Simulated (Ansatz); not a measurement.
# CH₂BNO₂: a ladder of functionals and wavefunction methods

The task here is to estimate one member of a computed series from the others.

Method: functionals in def2-TZVPP, the program's frozen cores in correlated methods; program: Ansatz 0.2.0, Gaussian basis.

Levels to be run: LDA (SPW92), PBE-D4, revPBE-D4, BLYP-D4, r2SCAN-D4, B97M-V, PBE0-D4, B3LYP-D4, r2SCANh-D4, r2SCAN0-D4, HSE06-D4, BHLYP-D4, CAM-B3LYP-D4, LC-ωPBE, ωB97X-V, ωB97M-V, B2PLYP, PBE-QIDH; CCSD(T)/def2-SVP; CCSD(T)/def2-TZVPP; MP2/def2-QZVPP; extrapolation to the limit; RPA on PBE.

## The relaxed structure

All runs share one geometry, relaxed beforehand with PBE0-D4 in a triple-zeta def2 set.

SMILES `N#COBO`, 7 atoms, charge 0, spin multiplicity 1.

Atoms are counted from 1 here; the program's logs count them from 0.

Bond lengths: N1–C2 1.153 Å, C2–O3 1.283 Å, O3–B4 1.397 Å, B4–O5 1.337 Å, B4–H6 1.192 Å, O5–H7 0.959 Å. Angles: N1–C2–O3 177.4°, C2–O3–B4 121.6°, O3–B4–O5 114.1°, O3–B4–H6 120.0°, O5–B4–H6 125.9°, B4–O5–H7 113.8°.

Coordinates:

```mol
CH2BNO2
  3D, bonds by distance, orders not assigned

  7  6  0  0  0  0  0  0  0  0999 V2000
    0.8195   -2.0150    1.8498 N   0  0
    0.4139   -1.4733    0.9166 C   0  0
   -0.0478   -0.9230   -0.1466 O   0  0
   -0.1124    0.4656   -0.2820 B   0  0
   -0.6182    0.8772   -1.4487 O   0  0
    0.2668    1.1687    0.6027 H   0  0
   -0.6607    1.8316   -1.5375 H   0  0
  1  2  8  0
  2  3  8  0
  3  4  8  0
  4  5  8  0
  4  6  8  0
  5  7  8  0
M  END
```

Set-up of the first run:

in.yaml

```yaml
crystal:
  periodic: [false, false, false]
  atoms:
    - {symbol: N, position_ang: [0.819473, -2.014970, 1.849769]}
    - {symbol: C, position_ang: [0.413938, -1.473324, 0.916569]}
    - {symbol: O, position_ang: [-0.047788, -0.922962, -0.146580]}
    - {symbol: B, position_ang: [-0.112353, 0.465592, -0.282034]}
    - {symbol: O, position_ang: [-0.618201, 0.877241, -1.448680]}
    - {symbol: H, position_ang: [0.266840, 1.168724, 0.602666]}
    - {symbol: H, position_ang: [-0.660709, 1.831599, -1.537510]}
basis:
  gaussian: {orbitals: def2-TZVPP}
hamiltonian: {xc: lda}
output: {orbitals: {seedname: orbitals}}
```

Run with:

```console
> ansatz run in.yaml --threads 2 --pin off --events-out ev --progress --plain --max-ram 4352MiB
```

Among the steps run: LDA; PBE-D4 (GGA); revPBE-D4 (GGA); BLYP-D4 (GGA); r2SCAN-D4 (meta-GGA); B97M-V (meta-GGA); PBE0-D4 (hybrid); B3LYP-D4 (hybrid); r2SCANh-D4 (hybrid); r2SCAN0-D4 (hybrid); HSE06-D4 (hybrid); BHLYP-D4 (hybrid); CAM-B3LYP-D4 (range-separated); LC-ωPBE (range-separated); ωB97X-V (range-separated); ωB97M-V (range-separated); B2PLYP (double hybrid); PBE-QIDH (double hybrid).

One of the session's tables, all rows but one given; the rest of the session is left out.

It belongs to the step «Frontier levels by functional». 

```
  functional  HOMO (eV)  gap (eV)
 LDA (SPW92)      -7.83      5.93
      PBE-D4      -7.59      6.00
   revPBE-D4      -7.50      6.04
     BLYP-D4      -7.45      5.97
   r2SCAN-D4      -7.87      6.66
      B97M-V      -7.86      6.64
     PBE0-D4      -9.00      8.44
    B3LYP-D4      -8.75      7.91
  r2SCANh-D4          ?         ?
  r2SCAN0-D4      -9.20      8.88
    HSE06-D4      -8.59      7.65
    BHLYP-D4     -10.30     10.72
CAM-B3LYP-D4     -10.43     10.93
     LC-ωPBE     -11.85     13.61
     ωB97X-V     -11.42     13.07
     ωB97M-V     -11.32     12.69
```

Estimate the missing values for r2SCANh-D4.

Worked estimate for «HOMO (eV)». Against the share of exact exchange, r2SCAN-D4 (0, -7.87), r2SCAN0-D4 (0.25, -9.20) give a slope of -5.32 per unit share; at 0.1 the line stands at -8.40.

As computed: HOMO (eV): -8.40; gap (eV): 7.55. In «HOMO (eV)» the line misses by 0.00.
